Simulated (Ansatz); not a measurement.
Tc, space group P6_3/mmc: an equation of state with a fit, run with the Ansatz DFT code, driven from Python.

`tc.py`:
```python
"""Energy against volume for Tc, with a fit."""

import ansatz as az
import numpy as np
from pymatgen.analysis.eos import EOS

vectors0 = np.array([
    [2.73935529, 0.0, 0.0],
    [-1.36967765, 2.37235127, 0.0],
    [0.0, 0.0, 8.76968444],
])
sites = [
    ("Tc", (0.0, 0.0, 0.0)),
    ("Tc", (1 / 3, 2 / 3, 0.25)),
    ("Tc", (0.0, 0.0, 0.5)),
    ("Tc", (2 / 3, 1 / 3, 0.75)),
]


def on_lattice(cell):
    crystal = az.Crystal(lattice=az.Lattice.of(cell))
    for symbol, position in sites:
        crystal = crystal.atom(symbol, position)
    return crystal


def main() -> None:
    # uniform scaling of the cell
    volumes, energies = [], []
    for scale in np.linspace(0.95, 1.07, 5):
        cell = vectors0 * scale ** (1 / 3)
        model = (
            on_lattice(cell).calculation()
            .basis(20 * az.Ha)
            .occupations("fermi_dirac")
            .functional("pbesol")
            .kpoints(10, 10, 3)  # the mesh must be finer for metals
        )
        r = model.run().report
        volumes.append(abs(np.linalg.det(cell)) / len(sites))
        energies.append(r["free_energy_ev"] / len(sites))
        print(f"V = {volumes[-1]:8.4f} A^3/atom  F = {energies[-1]:.5f} eV/atom")

    for form in ["pourier_tarantola", "vinet"]:
        fit = EOS(eos_name=form).fit(volumes, energies)
        print(f"{form:18s} V0 {fit.v0:8.4f} A^3/atom  B0 {fit.b0_GPa:7.1f} GPa  B1 {fit.b1:5.2f}")


if __name__ == "__main__":
    main()
```

Its results, one of them left out:

| V (Å³/atom) | F less the lowest row shown (meV/atom) |
| --- | --- |
| 13.536 | ? |
| 13.963 | 0.00 |
| 14.390 | 9.05 |
| 14.818 | 41.21 |
| 15.245 | 92.89 |

What is the missing energy at 13.536 Å³ an atom?

A third-order Birch-Murnaghan fit, E = E0 + (9 V0 B0 / 16) [(t - 1)³ B' + (t - 1)² (6 - 4t)] with t = (V0/V)^(2/3), through the 4 rows shown gives V0 = 14.024 Å³, B0 = 327.9 GPa, B' = 4.57 and E0 = -0.28 meV. At V = 13.536 Å³, t = 1.02393, and the fit extrapolates to 18.34 meV. The run gave 18.28 meV, a miss of 0.06 meV.

Reading the output:
- No spin polarisation was allowed.
- Shape and fractional positions are held along the curve, so the bulk modulus is an upper value where they are free to relax.
- For a metal this k-point mesh is coarse: on a finer one energies can move by several to tens of meV an atom and pressures by half a GPa or more, differences at one mesh by less.
- Wall time of the script: 17 s on 1 thread of Arm Neoverse V2, with other jobs on the host, peak memory 0.49 GiB.
